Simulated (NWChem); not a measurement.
# the pair C2H2ClF···BH2ClO: a chain of runs

Wanted: a single-point energy (singlet C2H4BCl2FO, PBE-D3(0)/6-31G*), then a single-point energy (singlet C2H2ClF, PBE-D3(0)/6-31G*), then the energy (singlet BH2ClO, PBE-D3(0)/6-31G*), then a single-point energy (singlet C2H2ClF, PBE-D3(0)/6-31G*), then the energy (singlet BH2ClO, PBE-D3(0)/6-31G*) of C2H4BCl2FO and its partners. 

The calculation is run with NWChem 7.3.0.

## (1) The molecule

C2H4BCl2FO has 11 atoms, charge 0, and is taken as a singlet. The two molecules were placed rigidly side by side, at 1.3 times their contact distance; the pair isn't optimised.

Bond lengths: F1–C2 1.333 Å, C2–C3 1.320 Å, C3–Cl4 1.713 Å, O7–B8 1.340 Å, B8–Cl9 1.766 Å, C2–H5 1.083 Å, C3–H6 1.081 Å, O7–H10 0.963 Å, B8–H11 1.189 Å. Angles: F1–C2–C3 120.7°, C2–C3–Cl4 121.4°, O7–B8–Cl9 121.0°, F1–C2–H5 113.8°, C3–C2–H5 125.5°, C2–C3–H6 122.6°, Cl4–C3–H6 116.0°, O7–B8–H11 119.8°, Cl9–B8–H11 119.2°, B8–O7–H10 113.9°.

## (2) A single-point energy at PBE-D3(0)/6-31G(d) (spherical functions) (run 1)

Contents of c2h4bcl2fo.nw:

```
start c2h4bcl2fo
memory total 2200 mb

geometry units angstroms noautosym nocenter noautoz
  F     -0.315300     1.785570     0.097420
  C     -0.022000     0.575770    -0.378780
  C     -0.001900    -0.475830     0.419420
  Cl     0.371700    -2.038530    -0.173380
  H      0.184800     0.562570    -1.441780
  H     -0.217300    -0.409530     1.477120
  O     -2.954940    -5.149920     2.768780
  B     -1.853380    -5.697470     2.238070
  Cl    -1.134270    -7.152990     2.933580
  H     -3.292680    -5.620970     3.537660
  H     -1.347310    -5.200470     1.284100
end

basis spherical bse
  * library 6-31G*
end

dft
  xc xpbe96 cpbe96
  mult 1
  disp vdw 3
  grid fine
  convergence energy 1e-08
  iterations 100
  mulliken
  print low
end

task dft energy
```

Launch:

```
$ nwchem c2h4bcl2fo.nw > c2h4bcl2fo.out
```

The log of the run:

```text
[...]
 d= 0,ls=0.0,diis     1  -1198.0890206634 -1.53D+03  1.55D-02  1.27D+00     3.3
[...]
 d= 0,ls=0.0,diis    12  -1198.2316859365 -2.51D-10  2.21D-07  1.63D-09    26.3
         Total DFT energy =    -1198.231685936532
      One electron energy =    -2303.804085153818
           Coulomb energy =      869.225129862630
    Exchange-Corr. energy =      -91.307565443612
 Nuclear repulsion energy =      327.657356717019
    Dispersion correction =       -0.002521918752
[...]
      Total Density - Mulliken Population Analysis
     ---------------------------------------------
    Atom       Charge   Shell Charges
 -----------   ------   -------------------------------------------------------
    1 F    9     9.24   2.00  0.94  3.30  1.03  1.97  0.02
    2 C    6     5.80   2.00  0.69  2.00  0.43  0.62  0.07
    3 C    6     6.34   2.00  0.68  2.06  0.59  0.98  0.04
    4 Cl  17    16.98   2.00  2.00  5.97  1.42  3.61  0.51  1.44  0.03
    5 H    1     0.84   0.53  0.31
    6 H    1     0.79   0.52  0.27
    7 O    8     8.45   2.00  0.91  2.94  0.89  1.69  0.02
    8 B    5     4.84   2.00  0.57  1.44  0.35  0.38  0.10
    9 Cl  17    17.15   2.00  2.00  5.97  1.40  3.64  0.54  1.58  0.02
   10 H    1     0.58   0.47  0.11
[...]
```

Wall time 27 s (1 thread of Intel Xeon 6975P-C (Granite Rapids), shared host); peak memory 0.12 GiB.

## (3) C2H2ClF: the energy at PBE-D3(0)/6-31G(d) (spherical functions) (run 2)

Contents of calc.nw:

```
start calc
title "C2H2ClF PBE"
memory 2200 mb

geometry units angstroms noautosym nocenter noautoz
  F    -0.315300    1.785570    0.097420
  C    -0.022000    0.575770   -0.378780
  C    -0.001900   -0.475830    0.419420
  Cl    0.371700   -2.038530   -0.173380
  H     0.184800    0.562570   -1.441780
  H    -0.217300   -0.409530    1.477120
end

basis spherical bse
  * library 6-31G*
end

dft
  xc xpbe96 cpbe96
  mult 1
  disp vdw 3
  grid fine
  convergence energy 1e-08
  iterations 100
  mulliken
  print low
end

task dft energy
```

Launch:

```
$ nwchem calc.nw > calc.out
```

The log of the run:

```text
[...]
 d= 0,ls=0.0,diis     1   -636.9371342437 -7.78D+02  2.04D-02  6.63D-01     1.2
[...]
 d= 0,ls=0.0,diis    11   -637.0080106743 -5.58D-09  6.42D-07  1.78D-09     8.3
         Total DFT energy =     -637.008010674318
      One electron energy =    -1158.266095596061
           Coulomb energy =      430.191657843470
    Exchange-Corr. energy =      -49.926406428967
 Nuclear repulsion energy =      140.994069057326
    Dispersion correction =       -0.001235550086
[...]
      Total Density - Mulliken Population Analysis
     ---------------------------------------------
    Atom       Charge   Shell Charges
 -----------   ------   -------------------------------------------------------
    1 F    9     9.24   2.00  0.94  3.30  1.03  1.97  0.02
    2 C    6     5.80   2.00  0.69  2.00  0.43  0.61  0.07
    3 C    6     6.34   2.00  0.68  2.06  0.59  0.98  0.04
    4 Cl  17    16.99   2.00  2.00  5.97  1.42  3.61  0.51  1.45  0.03
    5 H    1     0.84   0.53  0.31
    6 H    1     0.79   0.52  0.27
[...]
```

It took 9 s on 1 thread of Intel Xeon 6975P-C (Granite Rapids), shared host; peak memory 0.11 GiB.

## (4) BH2ClO: the energy at PBE-D3(0)/6-31G(d) (spherical functions) (run 3)

Contents of input.nw:

```
start input
title "BClH2O PBE"
memory 2200 mb

geometry units angstroms noautosym nocenter noautoz
O    -2.954940   -5.149920    2.768780
B    -1.853380   -5.697470    2.238070
Cl   -1.134270   -7.152990    2.933580
H    -3.292680   -5.620970    3.537660
H    -1.347310   -5.200470    1.284100
end

basis "ao basis" spherical bse
* library 6-31G*
end

dft
xc xpbe96 cpbe96
mult 1
disp vdw 3
grid fine
convergence energy 1e-08
iterations 100
mulliken
print low
end

task dft energy
```

Launch:

```
$ nwchem input.nw > input.out
```

The log of the run:

```text
[...]
 d= 0,ls=0.0,diis     1   -561.1510849466 -6.46D+02  2.41D-02  6.03D-01     0.9
[...]
 d= 0,ls=0.0,diis    10   -561.2230451353 -7.16D-09  8.48D-07  1.40D-09     6.4
         Total DFT energy =     -561.223045135350
      One electron energy =     -941.559272887228
           Coulomb energy =      336.996675763667
    Exchange-Corr. energy =      -41.381249017182
 Nuclear repulsion energy =       84.721679699175
    Dispersion correction =       -0.000878693782
[...]
      Total Density - Mulliken Population Analysis
     ---------------------------------------------
    Atom       Charge   Shell Charges
 -----------   ------   -------------------------------------------------------
    1 O    8     8.45   2.00  0.91  2.94  0.89  1.69  0.02
    2 B    5     4.84   2.00  0.57  1.44  0.35  0.38  0.10
    3 Cl  17    17.15   2.00  2.00  5.97  1.40  3.64  0.54  1.58  0.02
    4 H    1     0.58   0.47  0.11
    5 H    1     0.98   0.52  0.46
[...]
```

Run time: 7.2 s. Hardware: 1 thread of Intel Xeon 6975P-C (Granite Rapids), shared host; peak memory 0.11 GiB.

## (5) C2H2ClF among ghost functions: a single-point energy at PBE-D3(0)/6-31G(d) (spherical functions, with ghost functions) (run 4)

Contents of c2h2clf.nw:

```
start c2h2clf
memory stack 880 mb heap 220 mb global 1100 mb

geometry units atomic noautosym nocenter noautoz
  F     -0.59583065     3.37423828     0.18409712
  C     -0.04157397     1.08804761    -0.71579046
  C     -0.00359048    -0.89918838     0.79258893
  Cl     0.70241120    -3.85226340    -0.32764072
  H      0.34922139     1.06310323    -2.72456933
  H     -0.41063749    -0.77389954     2.79135225
  bqO     -5.584027    -9.731938     5.232236
  bqB     -3.502381   -10.766658     4.229339
  bqCl    -2.143460   -13.517192     5.543663
  bqH     -6.222263   -10.622094     6.685209
  bqH     -2.546047    -9.827464     2.426597
end

basis spherical bse
  F library 6-31G*
  C library 6-31G*
  Cl library 6-31G*
  H library 6-31G*
  bqO library O 6-31G*
  bqB library B 6-31G*
  bqCl library Cl 6-31G*
  bqH library H 6-31G*
end

dft
  xc xpbe96 cpbe96
  mult 1
  disp vdw 3
  grid fine
  convergence energy 1e-08
  iterations 100
  mulliken
  noprint "final vectors analysis"
end

task dft
```

Launch:

```
$ nwchem c2h2clf.nw > c2h2clf.out
```

The log of the run:

```text
[...]
          Wavefunction type:  closed shell.
          No. of atoms     :    11
          No. of electrons :    40
[...]
          Charge           :     0
          Spin multiplicity:     1
[...]
          AO basis - number of functions:   114
[...]
              XC Information
              --------------
          PerdewBurkeErnzerhof Exchange Functional  1.000
            Perdew 1991 LDA Correlation Functional  1.000 local
           PerdewBurkeErnz. Correlation Functional  1.000 non-local
[...]
 d= 0,ls=0.0,diis     1   -636.9372247224 -7.78D+02  1.14D-02  6.63D-01     2.5
[...]
 d= 0,ls=0.0,diis    11   -637.0081175172 -5.60D-09  3.61D-07  1.79D-09    20.2
         Total DFT energy =     -637.008117517238
      One electron energy =    -1158.260463888616
           Coulomb energy =      430.185581147767
    Exchange-Corr. energy =      -49.926058021872
 Nuclear repulsion energy =      140.994058795762
    Dispersion correction =       -0.001235550279
[...]
      Total Density - Mulliken Population Analysis
     ---------------------------------------------
    Atom       Charge   Shell Charges
 -----------   ------   -------------------------------------------------------
    1 F    9     9.24   2.00  0.94  3.30  1.03  1.97  0.02
    2 C    6     5.80   2.00  0.69  2.00  0.43  0.61  0.07
    3 C    6     6.34   2.00  0.68  2.06  0.59  0.98  0.04
    4 Cl  17    16.99   2.00  2.00  5.97  1.42  3.61  0.51  1.44  0.03
    5 H    1     0.84   0.53  0.31
    6 H    1     0.79   0.52  0.27
    7 X    0    -0.00   0.00  0.00  0.00 -0.00 -0.00 -0.00
    8 X    0    -0.00  -0.00 -0.00 -0.00 -0.00  0.00 -0.00
    9 X    0     0.00  -0.00 -0.00 -0.00 -0.00  0.00  0.00  0.00 -0.00
   10 X    0    -0.00  -0.00 -0.00
[...]
```

Wall time 21 s (1 thread of Intel Xeon 6975P-C (Granite Rapids), shared host); peak memory 0.12 GiB.

## (6) BH2ClO among ghost functions: a single-point energy at PBE-D3(0)/6-31G(d) (spherical functions, with ghost functions) (run 5)

Contents of job.nw:

```
START job
memory 2200 mb

GEOMETRY units au noautosym nocenter noautoz
O   -5.58402731  -9.73193836   5.23223590
B   -3.50238060 -10.76665790   4.22933935
Cl  -2.14345965 -13.51719207   5.54366276
H   -6.22226342 -10.62209385   6.68520852
H   -2.54604690  -9.82746402   2.42659732
bqF     -0.595831     3.374238     0.184097
bqC     -0.041574     1.088048    -0.715790
bqC     -0.003590    -0.899188     0.792589
bqCl     0.702411    -3.852263    -0.327641
bqH      0.349221     1.063103    -2.724569
bqH     -0.410637    -0.773900     2.791352
END

BASIS spherical bse
O library 6-31G*
B library 6-31G*
Cl library 6-31G*
H library 6-31G*
bqF library F 6-31G*
bqC library C 6-31G*
bqCl library Cl 6-31G*
bqH library H 6-31G*
END

DFT
xc xpbe96 cpbe96
disp vdw 3
grid fine
convergence energy 1e-08
maxiter 100
mulliken
noprint "final vectors analysis"
END

TASK dft energy
```

Launch:

```
$ nwchem job.nw > job.out
```

The log of the run:

```text
[...]
          Wavefunction type:  closed shell.
          No. of atoms     :    11
          No. of electrons :    32
[...]
          Charge           :     0
          Spin multiplicity:     1
[...]
          AO basis - number of functions:   114
[...]
              XC Information
              --------------
          PerdewBurkeErnzerhof Exchange Functional  1.000
            Perdew 1991 LDA Correlation Functional  1.000 local
           PerdewBurkeErnz. Correlation Functional  1.000 non-local
[...]
 d= 0,ls=0.0,diis     1   -561.1511214934 -6.46D+02  1.06D-02  6.04D-01     2.6
[...]
 d= 0,ls=0.0,diis    10   -561.2230965274 -7.16D-09  3.72D-07  1.40D-09    20.0
         Total DFT energy =     -561.223096527409
      One electron energy =     -941.556799473503
           Coulomb energy =      336.993943303092
    Exchange-Corr. energy =      -41.381035299270
 Nuclear repulsion energy =       84.721673636301
    Dispersion correction =       -0.000878694029
[...]
      Total Density - Mulliken Population Analysis
     ---------------------------------------------
    Atom       Charge   Shell Charges
 -----------   ------   -------------------------------------------------------
    1 O    8     8.45   2.00  0.91  2.94  0.89  1.69  0.02
    2 B    5     4.84   2.00  0.57  1.44  0.35  0.38  0.10
    3 Cl  17    17.15   2.00  2.00  5.97  1.40  3.64  0.54  1.58  0.02
    4 H    1     0.58   0.47  0.11
    5 H    1     0.97   0.52  0.46
    6 X    0    -0.00  -0.00 -0.00 -0.00 -0.00  0.00 -0.00
    7 X    0    -0.00   0.00 -0.00 -0.00 -0.00 -0.00 -0.00
    8 X    0    -0.00  -0.00 -0.00  0.00  0.00 -0.00 -0.00
    9 X    0     0.00  -0.00 -0.00  0.00 -0.00 -0.00  0.00  0.00  0.00
   10 X    0    -0.00  -0.00 -0.00
[...]
```

Run time: 21 s. Hardware: 1 thread of Intel Xeon 6975P-C (Granite Rapids), shared host; peak memory 0.13 GiB.

## (7) Summary of results

```
                                                                                                                     quantity           value
                                                                                        run 1, PBE-D3(0)/6-31G*: total energy  -1198.23169 Eh
                                                                                   run 1, PBE-D3(0)/6-31G*: dispersion energy    -6.62 kJ/mol
                                                                                                        C2H2ClF: total energy   -637.00801 Eh
                                                                                                   C2H2ClF: dispersion energy    -3.24 kJ/mol
                                                                                                         BH2ClO: total energy   -561.22305 Eh
                                                                                                    BH2ClO: dispersion energy    -2.31 kJ/mol
                                                                                  C2H2ClF among ghost functions: total energy   -637.00812 Eh
                                                                                 C2H2ClF among ghost functions: dipole moment          0.44 D
                                                                             C2H2ClF among ghost functions: dispersion energy    -3.24 kJ/mol
                                                                                   BH2ClO among ghost functions: total energy   -561.22310 Eh
                                                                                  BH2ClO among ghost functions: dipole moment          1.42 D
                                                                              BH2ClO among ghost functions: dispersion energy    -2.31 kJ/mol
              interaction energy of the rigid parts C2H2ClF and BH2ClO (parts in their own basis; closest atoms 3.88 Å apart)       -0.017 eV
interaction energy of the rigid parts C2H2ClF and BH2ClO (parts in the whole basis, counterpoise; closest atoms 3.88 Å apart)       -0.013 eV
```

What this shows: The interaction energy of the rigid parts C2H2ClF and BH2ClO (parts in their own basis; closest atoms 3.88 Å apart) is −0.02 eV (−1.7 kJ/mol). Without counterpoise this holds the superposition error of the basis. The interaction energy of the rigid parts C2H2ClF and BH2ClO (parts in the whole basis, counterpoise; closest atoms 3.88 Å apart) is −0.01 eV (−0.3 kcal/mol). The basis-set superposition error is 0.4 kJ/mol. Mulliken charges (run 1, PBE-D3(0)/6-31G*) run from -0.45 on O7 to +0.42 on H10; they depend strongly on the basis.
